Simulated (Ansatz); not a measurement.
# CH₆F₂OSSi₂: one species, many methods

One table from this session's results is given with a row withheld; the runs are named, their logs left out.

The runs use Ansatz 0.2.0, Gaussian basis; functionals in def2-TZVPP, the program's frozen cores in correlated methods.

Plan: PBE-D4, r2SCAN-D4, PBE0-D4, B3LYP-D4, ωB97X-V, ωB97M-V, B2PLYP; CCSD(T)/def2-TZVPP; MP2/def2-QZVPP; extrapolation to the limit.

### The geometry

The geometry comes from an earlier relaxation with PBE0-D4 in a triple-zeta def2 set; it is a stationary point, not always the lowest conformer.

SMILES `CO[SiH](F)S[SiH2]F`, 13 atoms, charge 0, spin multiplicity 1.

Atoms are counted from 1 here; the program's logs count them from 0.

Bond lengths: C1–O2 1.414 Å, C1–H8 1.094 Å, C1–H9 1.090 Å, C1–H10 1.094 Å, O2–Si3 1.615 Å, Si3–F4 1.583 Å, Si3–S5 2.134 Å, Si3–H11 1.479 Å, S5–Si6 2.117 Å, Si6–F7 1.600 Å, Si6–H12 1.477 Å, Si6–H13 1.478 Å. Angles: O2–C1–H8 111.1°, O2–C1–H9 107.7°, O2–C1–H10 111.1°, H8–C1–H9 108.9°, H8–C1–H10 108.8°, H9–C1–H10 109.1°, C1–O2–Si3 126.7°, O2–Si3–F4 105.6°, O2–Si3–S5 111.7°, O2–Si3–H11 112.8°, F4–Si3–S5 107.9°, F4–Si3–H11 108.8°, S5–Si3–H11 109.8°, Si3–S5–Si6 98.0°, S5–Si6–F7 110.5°, S5–Si6–H12 106.4°, S5–Si6–H13 112.0°, F7–Si6–H12 108.5° and more.

Set-up of the first run:

in.yaml

```yaml
crystal:
  periodic: [false, false, false]
  atoms:
    - {symbol: C, position_ang: [-1.842762, 0.717991, -0.818802]}
    - {symbol: O, position_ang: [-0.641143, 1.410604, -1.093904]}
    - {symbol: Si, position_ang: [0.845692, 0.986966, -0.627334]}
    - {symbol: F, position_ang: [1.767991, 2.229985, -0.960680]}
    - {symbol: S, position_ang: [0.944790, 0.641333, 1.476097]}
    - {symbol: Si, position_ang: [1.046325, -1.472255, 1.422113]}
    - {symbol: F, position_ang: [-0.326567, -2.084884, 0.873604]}
    - {symbol: H, position_ang: [-1.866700, -0.248666, -1.330131]}
    - {symbol: H, position_ang: [-2.668761, 1.330246, -1.180733]}
    - {symbol: H, position_ang: [-1.963941, 0.551649, 0.255212]}
    - {symbol: H, position_ang: [1.358935, -0.194607, -1.353096]}
    - {symbol: H, position_ang: [1.233057, -1.915733, 2.818874]}
    - {symbol: H, position_ang: [2.113073, -1.952650, 0.518780]}
basis:
  gaussian: {orbitals: def2-TZVPP}
hamiltonian: {xc: pbe, dispersion: d4}
output: {forces: true, orbitals: {seedname: orbitals}}
```

The run is started by

```sh
$ ansatz run in.yaml --threads 2 --pin off --events-out ev --progress --plain --max-ram 22528MiB --backend cuda --devices 0, --max-vram 18GiB
```

Steps of the session up to this table: PBE-D4 (GGA); r2SCAN-D4 (meta-GGA); PBE0-D4 (hybrid); B3LYP-D4 (hybrid); ωB97X-V (range-separated); ωB97M-V (range-separated); B2PLYP (double hybrid); CCSD(T) in def2-TZVPP; MP2 in def2-QZVPP.

One table of the session follows, with a row left open; its other results are not shown here.

It belongs to the step «Atomisation energies». 

| method | atomisation energy (kJ/mol) |
| --- | --- |
| PBE-D4 | 4960.8 |
| r2SCAN-D4 | 4932.2 |
| PBE0-D4 | 4876.9 |
| B3LYP-D4 | 4890.9 |
| ωB97X-V | 4944.6 |
| ωB97M-V | 4936.9 |
| B2PLYP | ? |
| HF/def2-TZVPP | 3629.1 |
| MP2/def2-TZVPP | 4906.8 |
| CCSD/def2-TZVPP | 4717.5 |
| CCSD(T)/def2-TZVPP | 4789.4 |
| MP2/CBS | 5057.7 |
| CCSD(T)/CBS | 4940.3 |

**Question.** Estimate the row for B2PLYP.

The run gave: atomisation energy (kJ/mol): 4851.4. In the column «atomisation energy (kJ/mol)» it lies between CCSD(T)/def2-TZVPP (4789.4) and PBE0-D4 (4876.9).

Limits of these values: Free atoms (1 C, 1 O, 2 Si, 2 F, 1 S, 6 H) were run apart at each level; the atomisation energy is their sum less the molecule, without zero-point or spin-orbit terms.
